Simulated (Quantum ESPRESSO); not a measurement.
# InSb3 (Fm-3m) in Quantum ESPRESSO: settings compared

The runs below take InSb3 through band structure, single point, equation of state, with LDA, r2SCAN.

Everything below comes from runs of Quantum ESPRESSO 7.5. Logs are shortened: lines on timing, memory, paths and dates and some standing lists are left out, and cuts for length are marked.

## 1. The structure

The structure is cubic, space group Fm-3m (No. 225). The conventional cell has a = 7.589 Å, b = 7.589 Å, c = 7.589 Å, α = 90.00°, β = 90.00°, γ = 90.00°. Sb (site symmetry m-3m) has 8 Sb at 3.29 Å as nearest neighbours. Sb (site symmetry -43m) is surrounded by 4 In at 3.29 Å and 4 Sb at 3.29 Å. Around In (site symmetry m-3m) lie 8 Sb at 3.29 Å.

The cell comes from a database or a generator and needn't be the stable form of this composition.

## 2. Band structure, LDA

The input, pw.in:

```
&CONTROL
  calculation = 'scf'
  prefix = 'pwscf'
  outdir = './tmp'
  pseudo_dir = './pseudo'
  tprnfor = .true.
  tstress = .true.
  disk_io = 'low'
/
&SYSTEM
  ibrav = 0
  nat = 4
  ntyp = 2
  ecutwfc = 56
  ecutrho = 448
  nbnd = 39
  occupations = 'smearing'
  smearing = 'fd'
  degauss = 0.00367493
/
&ELECTRONS
  conv_thr = 8d-10
  electron_maxstep = 120
  mixing_beta = 0.5
/
ATOMIC_SPECIES
Sb   121.7600 sb_lda_v1.4.uspp.F.UPF
In   114.8180 in_lda_v1.4.uspp.F.UPF
CELL_PARAMETERS angstrom
   0.0000000000    3.7945550000    3.7945550000
   3.7945550000    0.0000000000    3.7945550000
   3.7945550000    3.7945550000    0.0000000000
ATOMIC_POSITIONS crystal
Sb     0.5000000000    0.5000000000    0.5000000000
Sb     0.7500000000    0.7500000000    0.7500000000
Sb     0.2500000000    0.2500000000    0.2500000000
In     0.0000000000    0.0000000000    0.0000000000
K_POINTS automatic
6 6 6 0 0 0
```

The input, bands.in:

```
&CONTROL
  calculation = 'bands'
  prefix = 'pwscf'
  outdir = './tmp'
  pseudo_dir = './pseudo'
  disk_io = 'low'
  verbosity = 'high'
/
&SYSTEM
  ibrav = 0
  nat = 4
  ntyp = 2
  ecutwfc = 56
  ecutrho = 448
  nbnd = 39
  occupations = 'smearing'
  smearing = 'fd'
  degauss = 0.00367493
/
&ELECTRONS
  conv_thr = 1d-08
  electron_maxstep = 120
  mixing_beta = 0.5
  diago_full_acc = .true.
  startingwfc = 'random'
/
ATOMIC_SPECIES
Sb   121.7600 sb_lda_v1.4.uspp.F.UPF
In   114.8180 in_lda_v1.4.uspp.F.UPF
CELL_PARAMETERS angstrom
   0.0000000000    3.7945550000    3.7945550000
   3.7945550000    0.0000000000    3.7945550000
   3.7945550000    3.7945550000    0.0000000000
ATOMIC_POSITIONS crystal
Sb     0.5000000000    0.5000000000    0.5000000000
Sb     0.7500000000    0.7500000000    0.7500000000
Sb     0.2500000000    0.2500000000    0.2500000000
In     0.0000000000    0.0000000000    0.0000000000
K_POINTS crystal
60
 0.0000000000  0.0000000000  0.0000000000 1
 0.0625000000  0.0000000000  0.0625000000 1
 0.1250000000  0.0000000000  0.1250000000 1
 0.1875000000  0.0000000000  0.1875000000 1
 0.2500000000  0.0000000000  0.2500000000 1
 0.3125000000  0.0000000000  0.3125000000 1
 0.3750000000  0.0000000000  0.3750000000 1
 0.4375000000  0.0000000000  0.4375000000 1
 0.5000000000  0.0000000000  0.5000000000 1
 0.5000000000  0.0625000000  0.5625000000 1
 0.5000000000  0.1250000000  0.6250000000 1
 0.5000000000  0.1875000000  0.6875000000 1
 0.5000000000  0.2500000000  0.7500000000 1
 0.4375000000  0.3125000000  0.7500000000 1
 0.3750000000  0.3750000000  0.7500000000 1
 0.3375000000  0.3375000000  0.6750000000 1
 0.3000000000  0.3000000000  0.6000000000 1
 0.2625000000  0.2625000000  0.5250000000 1
 0.2250000000  0.2250000000  0.4500000000 1
 0.1875000000  0.1875000000  0.3750000000 1
 0.1500000000  0.1500000000  0.3000000000 1
 0.1125000000  0.1125000000  0.2250000000 1
 0.0750000000  0.0750000000  0.1500000000 1
 0.0375000000  0.0375000000  0.0750000000 1
 0.0000000000  0.0000000000  0.0000000000 1
 0.0625000000  0.0625000000  0.0625000000 1
 0.1250000000  0.1250000000  0.1250000000 1
 0.1875000000  0.1875000000  0.1875000000 1
 0.2500000000  0.2500000000  0.2500000000 1
 0.3125000000  0.3125000000  0.3125000000 1
 0.3750000000  0.3750000000  0.3750000000 1
 0.4375000000  0.4375000000  0.4375000000 1
 0.5000000000  0.5000000000  0.5000000000 1
 0.5250000000  0.4500000000  0.5250000000 1
 0.5500000000  0.4000000000  0.5500000000 1
 0.5750000000  0.3500000000  0.5750000000 1
 0.6000000000  0.3000000000  0.6000000000 1
 0.6250000000  0.2500000000  0.6250000000 1
 0.5833333333  0.2500000000  0.6666666667 1
 0.5416666667  0.2500000000  0.7083333333 1
 0.5000000000  0.2500000000  0.7500000000 1
 0.5000000000  0.2857142857  0.7142857143 1
 0.5000000000  0.3214285714  0.6785714286 1
 0.5000000000  0.3571428571  0.6428571429 1
 0.5000000000  0.3928571429  0.6071428571 1
 0.5000000000  0.4285714286  0.5714285714 1
 0.5000000000  0.4642857143  0.5357142857 1
 0.5000000000  0.5000000000  0.5000000000 1
 0.4821428571  0.4821428571  0.5357142857 1
 0.4642857143  0.4642857143  0.5714285714 1
 0.4464285714  0.4464285714  0.6071428571 1
 0.4285714286  0.4285714286  0.6428571429 1
 0.4107142857  0.4107142857  0.6785714286 1
 0.3928571429  0.3928571429  0.7142857143 1
 0.3750000000  0.3750000000  0.7500000000 1
 0.6250000000  0.2500000000  0.6250000000 1
 0.5937500000  0.1875000000  0.5937500000 1
 0.5625000000  0.1250000000  0.5625000000 1
 0.5312500000  0.0625000000  0.5312500000 1
 0.5000000000  0.0000000000  0.5000000000 1
```

Potentials or basis: GBRV 1.5 LDA.

Started as:

```sh
OMP_NUM_THREADS=1 mpirun -n 2 pw.x -nk 2 -in pw.in > pw.out
OMP_NUM_THREADS=1 mpirun -n 2 pw.x -nk 2 -in bands.in > bands.out
```

pw.out:

```text
This program is part of the open-source Quantum ESPRESSO suite
     for quantum simulation of materials; please cite
[... 13 lines left out ...]
     --------------------
     sticks:   dense  smooth     PW     G-vecs:    dense   smooth      PW
     Sum        3181    1585    451               118045    41655    6375

     Using Slab Decomposition

     bravais-lattice index     =            0
     lattice parameter (alat)  =      10.1409  a.u.
     unit-cell volume          =     737.4102 (a.u.)^3
     number of atoms/cell      =            4
     number of atomic types    =            2
     number of electrons       =        58.00
     number of Kohn-Sham states=           39
     kinetic-energy cutoff     =      56.0000  Ry
     charge density cutoff     =     448.0000  Ry
     scf convergence threshold =      8.0E-10
     mixing beta               =       0.5000
     number of iterations used =            8  plain     mixing
     Exchange-correlation=  SLA  PZ   NOGX NOGC
                           (   1   1   0   0   0   0   0)

     celldm(1)=  10.140858  celldm(2)=   0.000000  celldm(3)=   0.000000
     celldm(4)=   0.000000  celldm(5)=   0.000000  celldm(6)=   0.000000

     crystal axes: (cart. coord. in units of alat)
               a(1) = (   0.000000   0.707107   0.707107 )
               a(2) = (   0.707107   0.000000   0.707107 )
               a(3) = (   0.707107   0.707107   0.000000 )

     reciprocal axes: (cart. coord. in units 2 pi/alat)
               b(1) = ( -0.707107  0.707107  0.707107 )
               b(2) = (  0.707107 -0.707107  0.707107 )
               b(3) = (  0.707107  0.707107 -0.707107 )

     PseudoPot. # 1 for Sb read from file:
     sb_lda_v1.4.uspp.F.UPF
     Pseudo is Ultrasoft + core correction, Zval = 15.0
     Generated by new atomic code, or converted to UPF format
     Using radial grid of  891 points,  6 beta functions with:
                l(1) =   0
                l(2) =   0
                l(3) =   1
                l(4) =   1
                l(5) =   2
                l(6) =   2
     Q(r) pseudized with  8 coefficients,  rinner =    1.350   1.350   1.350
                                                       1.350   1.350

     PseudoPot. # 2 for In read from file:
     in_lda_v1.4.uspp.F.UPF
     Pseudo is Ultrasoft + core correction, Zval = 13.0
     Generated by new atomic code, or converted to UPF format
     Using radial grid of  889 points,  6 beta functions with:
                l(1) =   0
                l(2) =   0
                l(3) =   1
                l(4) =   1
                l(5) =   2
                l(6) =   2
     Q(r) pseudized with  6 coefficients,  rinner =    1.400   1.400   1.400
[... 32 lines left out ...]
        k(   15) = (  -0.1178511  -0.3535534   0.5892557), wk =   0.2222222
        k(   16) = (  -0.7071068   0.2357023   0.0000000), wk =   0.1111111

     Dense  grid:   118045 G-vectors     FFT dimensions: (  72,  72,  72)

     Smooth grid:    41655 G-vectors     FFT dimensions: (  50,  50,  50)

     Initial potential from superposition of free atoms

     starting charge      53.5000, renormalised to      58.0000
     Starting wfcs are   36 randomized atomic wfcs +    3 random wfcs

     Self-consistent Calculation

     iteration #  1     ecut=    56.00 Ry     beta= 0.50
     Davidson diagonalization with overlap
     ethr =  1.00E-02,  avg # of iterations =  7.4

     total energy              =    -685.43163249 Ry
     estimated scf accuracy    <       5.89149176 Ry
[... 57 lines left out ...]
     iteration # 10     ecut=    56.00 Ry     beta= 0.50
     Davidson diagonalization with overlap
     ethr =  3.03E-12,  avg # of iterations =  2.7

     End of self-consistent calculation

          k = 0.0000 0.0000 0.0000 (  5161 PWs)   bands (ev):

   -18.4619 -18.4619 -18.4619 -18.4585 -18.4585 -18.2356 -18.2356 -18.2331
   -18.2331 -18.2331 -18.2166 -18.2166 -18.2166 -18.2082 -18.2082  -3.7147
    -3.7147  -3.7147  -3.6832  -3.6832  -1.5240   2.8587   3.8530   8.2117
     8.3259   8.3259   8.3259   8.3936   8.3936   8.3936  10.0512  10.0512
    10.0512  14.3661  14.3661  17.3181  17.3181  17.3181  22.6594
[... 51 lines left out ...]
   -18.4638 -18.4632 -18.4609 -18.4568 -18.4567 -18.2310 -18.2294 -18.2286
   -18.2258 -18.2232 -18.2232 -18.2228 -18.2213 -18.2172 -18.2145  -3.7257
    -3.7136  -3.7083  -3.6859  -3.6853  -0.2889   1.3902   2.5436   5.3601
     7.0426   7.4299   8.8946   9.0389   9.9501  10.9972  11.1751  12.8935
    13.3986  14.6428  15.5635  15.6669  17.8080  19.0890  19.5341

          k = 0.0000-0.2357 0.2357 (  5216 PWs)   bands (ev):

   -18.4630 -18.4629 -18.4611 -18.4576 -18.4574 -18.2341 -18.2316 -18.2298
   -18.2292 -18.2274 -18.2216 -18.2201 -18.2178 -18.2145 -18.2107  -3.7218
    -3.7126  -3.7112  -3.6853  -3.6839  -0.9846   2.2730   2.9678   6.1416
     7.3186   7.7548   7.8538   8.8606   9.8475   9.9915  10.8945  12.1840
    12.5869  14.0866  15.8905  15.9291  16.4635  17.1417  20.0504
[... 19 lines left out ...]
   -18.4645 -18.4626 -18.4611 -18.4567 -18.4562 -18.2305 -18.2303 -18.2300
   -18.2286 -18.2253 -18.2246 -18.2189 -18.2173 -18.2159 -18.2158  -3.7256
    -3.7162  -3.7050  -3.6907  -3.6842   0.4471   1.1496   1.7864   4.6459
     6.3050   8.6046   8.8637   9.4164  10.3410  11.2337  11.6251  13.2967
    13.5441  15.5226  15.7639  15.8246  18.3994  18.6530  19.0138

          k =-0.7071 0.0000 0.0000 (  5218 PWs)   bands (ev):

   -18.4651 -18.4651 -18.4580 -18.4571 -18.4557 -18.2377 -18.2330 -18.2275
   -18.2275 -18.2268 -18.2217 -18.2189 -18.2177 -18.2177 -18.2085  -3.7399
    -3.7022  -3.7022  -3.6967  -3.6809   0.6527   0.9421   2.0484   4.9263
     5.7248   5.7248  11.0260  11.6515  11.6515  11.8986  12.4363  12.5202
    12.5202  14.7683  15.7550  15.7550  16.3033  16.9476  17.5683
[... 11 lines left out ...]
   -18.4647 -18.4622 -18.4613 -18.4567 -18.4562 -18.2304 -18.2302 -18.2301
   -18.2292 -18.2256 -18.2223 -18.2213 -18.2166 -18.2159 -18.2156  -3.7240
    -3.7188  -3.7042  -3.6908  -3.6841   0.4612   1.0794   1.8846   4.4097
     7.3355   7.4064   8.9519   9.2226  10.7060  11.1641  12.5165  12.7705
    13.7204  14.9339  15.5679  15.6794  18.5575  18.5831  19.0548

          k =-0.7071 0.2357 0.0000 (  5214 PWs)   bands (ev):

   -18.4650 -18.4634 -18.4598 -18.4569 -18.4559 -18.2342 -18.2317 -18.2291
   -18.2289 -18.2245 -18.2239 -18.2201 -18.2171 -18.2156 -18.2121  -3.7312
    -3.7124  -3.7022  -3.6939  -3.6828   0.9075   0.9820   1.5649   4.1697
     6.7438   7.2711   8.9312   9.7072  11.8019  12.2239  12.6227  12.6438
    13.8027  14.6956  15.1071  15.1200  17.7012  18.4739  18.5672

     the Fermi energy is    10.8427 ev

!    total energy              =    -686.76875720 Ry
     estimated scf accuracy    <          2.5E-10 Ry
     smearing contrib. (-TS)   =      -0.00234126 Ry
     internal energy E=F+TS    =    -686.76641594 Ry

     The total energy is F=E-TS. E is the sum of the following terms:
     one-electron contribution =    -258.74771781 Ry
     hartree contribution      =     166.87005562 Ry
     xc contribution           =    -167.29608199 Ry
     ewald contribution        =    -427.59267177 Ry

     convergence has been achieved in  10 iterations

     Forces acting on atoms (cartesian axes, Ry/au):

     atom    1 type  1   force =    -0.00000000    0.00000000   -0.00000000
     atom    2 type  1   force =    -0.00000000   -0.00000000    0.00000000
     atom    3 type  1   force =     0.00000000    0.00000000   -0.00000000
     atom    4 type  2   force =     0.00000000   -0.00000000    0.00000000

     Total force =     0.000000     Total SCF correction =     0.000000

     Computing stress (Cartesian axis) and pressure

          total   stress  (Ry/bohr**3)                   (kbar)     P=      -42.32
  -0.00028767   0.00000000   0.00000000          -42.32        0.00        0.00
   0.00000000  -0.00028767   0.00000000            0.00      -42.32        0.00
   0.00000000   0.00000000  -0.00028767            0.00        0.00      -42.32

=------------------------------------------------------------------------------=
   JOB DONE.
=------------------------------------------------------------------------------=
```

Wall time 2.9 min (2 MPI ranks of Arm Neoverse V1, shared host); peak memory 0.6 GiB.

Results:

* Free energy: -9343.9650 eV
* Pressure: -4.2 GPa
* Band gap on the k mesh: none (metal or under the smearing width)

Levels at the corners of the path, in eV from the Fermi level:
| point | band 25 | band 26 | band 27 | band 28 | band 29 | band 30 | band 31 | band 32 | band 33 | band 34 |
| --- | --- | --- | --- | --- | --- | --- | --- | --- | --- | --- |
| Γ | -2.52 | -2.52 | -2.52 | -2.45 | -2.45 | -2.45 | -0.79 | -0.79 | -0.79 | 3.52 |
| X | -5.12 | -5.12 | 0.18 | 0.81 | 0.81 | 1.06 | 1.59 | 1.68 | 1.68 | 3.93 |
| W | -3.08 | -3.08 | -2.60 | -2.21 | 1.06 | 1.26 | 1.87 | 1.87 | 3.23 | 3.97 |
| K | -4.79 | -2.99 | -1.66 | -0.86 | -0.05 | 0.84 | 1.16 | 2.38 | 2.87 | 4.32 |
| Γ | -2.52 | -2.52 | -2.52 | -2.45 | -2.45 | -2.45 | -0.79 | -0.79 | -0.79 | 3.52 |
| L | -3.48 | -3.48 | -2.67 | -2.67 | -0.39 | -0.27 | 1.84 | 1.84 | 2.97 | 2.97 |
| U | -4.79 | -2.99 | -1.66 | -0.86 | -0.05 | 0.84 | 1.16 | 2.38 | 2.87 | 4.32 |
| W | -3.08 | -3.08 | -2.60 | -2.21 | 1.06 | 1.26 | 1.87 | 1.87 | 3.23 | 3.97 |
| L | -3.48 | -3.48 | -2.67 | -2.67 | -0.39 | -0.27 | 1.84 | 1.84 | 2.97 | 2.97 |
| K | -4.79 | -2.99 | -1.66 | -0.86 | -0.05 | 0.84 | 1.16 | 2.38 | 2.87 | 4.32 |
| U | -4.79 | -2.99 | -1.66 | -0.86 | -0.05 | 0.84 | 1.16 | 2.38 | 2.87 | 4.32 |
| X | -5.12 | -5.12 | 0.18 | 0.81 | 0.81 | 1.06 | 1.59 | 1.68 | 1.68 | 3.93 |

Caveat: spin-orbit coupling is left out, which moves the levels of the heavy elements.

(Part 1 of 2 ends here.)
